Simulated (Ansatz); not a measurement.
# GeH₃LiS with the probe F-: a probe moved round a molecule

A grid of calculations on GeH₃LiS (SMILES [Li][S][GeH3]) with the probe F-, to see where the energy is lowest and how it rises around there.

The runs use Ansatz 0.2.0; RKS B3LYP-D4/def2-SVPD.

### Step 1. Where the work starts

SMILES `[Li][S][GeH3]`, 6 atoms, charge 0, spin multiplicity 1.

Atoms are counted from 1 here; the program's logs count them from 0.

Bond lengths: Li1–S2 2.209 Å, Li1–H6 1.958 Å, S2–Ge3 2.189 Å, Ge3–H4 1.554 Å, Ge3–H5 1.554 Å, Ge3–H6 1.627 Å. Angles: S2–Li1–H6 92.4°, Li1–S2–Ge3 72.1°, S2–Ge3–H4 117.2°, S2–Ge3–H5 117.2°, S2–Ge3–H6 103.4°, H4–Ge3–H5 109.8°, H4–Ge3–H6 103.6°, H5–Ge3–H6 103.6°, Li1–H6–Ge3 92.0°.

Geometry (Å):

```
Li    0.1882   -1.1098    1.7166
S     1.0874   -1.5635   -0.2498
Ge   -0.0528    0.2942   -0.4459
H    -1.3150    0.2600   -1.3518
H     0.7519    1.5963   -0.7153
H    -0.6598    0.5228    1.0462
```

This geometry comes from a loose relaxation at PBE in a small basis, which is not shown.

### Step 4. Plan of the scan

The probe is moved over a plane parallel to the molecule's main plane, 4.36 Å above it (x and y are the axes of that plane, centred on the molecule).

First coordinate, x of the probe's F atom: 15 values from −3.36 Å. Second coordinate, y of the probe's F atom: 15 values from −3.36 Å.

Nothing else is relaxed (molecule and probe rigid). Energies count from molecule and probe far apart, each relaxed in its own basis (no counterpoise correction). Points are written as (first, second).

The probe F- moves over a plane: parallel to the molecule's main plane, 4.36 Å above it. The molecule is turned into the frame of its main axes, as the inputs below show.

(The set-up runs are not shown.)

### Step 5. The run at (3.36 Å, 0.00 Å)

The input, input.yaml:

```yaml
crystal:
  periodic: [false, false, false]
  atoms:
    - { symbol: Li, position_ang: [1.310392, 0.577297, 0.0] }
    - { symbol: S, position_ang: [-0.017315, -1.178096, 0.0] }
    - { symbol: Ge, position_ang: [-1.293077, 0.600799, 0.0] }
    - { symbol: H, position_ang: [-2.144944, 0.854995, 1.261983] }
    - { symbol: H, position_ang: [-2.144938, 0.854999, -1.261986] }
    - { symbol: H, position_ang: [-0.223996, 1.8102, 2.0e-06] }
    - { symbol: F, position_ang: [3.36, 0.0, 4.36] }
total_charge: -1
basis:
  gaussian: { orbitals: def2-SVPD }
hamiltonian:
  xc: { name: B3LYP }
  dispersion: d4
output:
  forces: true
```

Launch:

```
> ansatz run input.yaml --threads 1 --pin off --max-ram 2560MiB --backend cpu --events-out ev --progress --plain --runs-dir out
```

Further runs follow: the other points that were computed.

What does the calculation give? Wanted: lowest point; charge on the probe.

**Answer**, as computed:

| quantity | value |
| --- | --- |
| lowest point | (2.40 Å, 1.92 Å), −0.42 eV |
| highest computed point (blank points may lie higher) | (−0.96 Å, −3.36 Å), 0.67 eV above the lowest |
| charge on the probe (e) | −0.992 at (−3.36 Å, 3.36 Å) to −0.956 at (−3.36 Å, −3.36 Å); −0.983 at the lowest point |
| time for the whole task | 39 min on 1 thread, shared host |

**Reading.** The lowest computed point is at (2.40 Å, 1.92 Å), −0.42 eV from molecule and probe far apart, each relaxed in its own basis (no counterpoise correction). The smooth surface has its minimum beside a grid point that was not computed. The grid is coarse, so the lowest point of the scanned range may lie between grid points; coordinates that were held can hide deeper minima. The highest computed point, (−0.96 Å, −3.36 Å), lies 0.67 eV above the lowest. No counterpoise correction was made, so wells between separate parts tend to come out somewhat too deep.
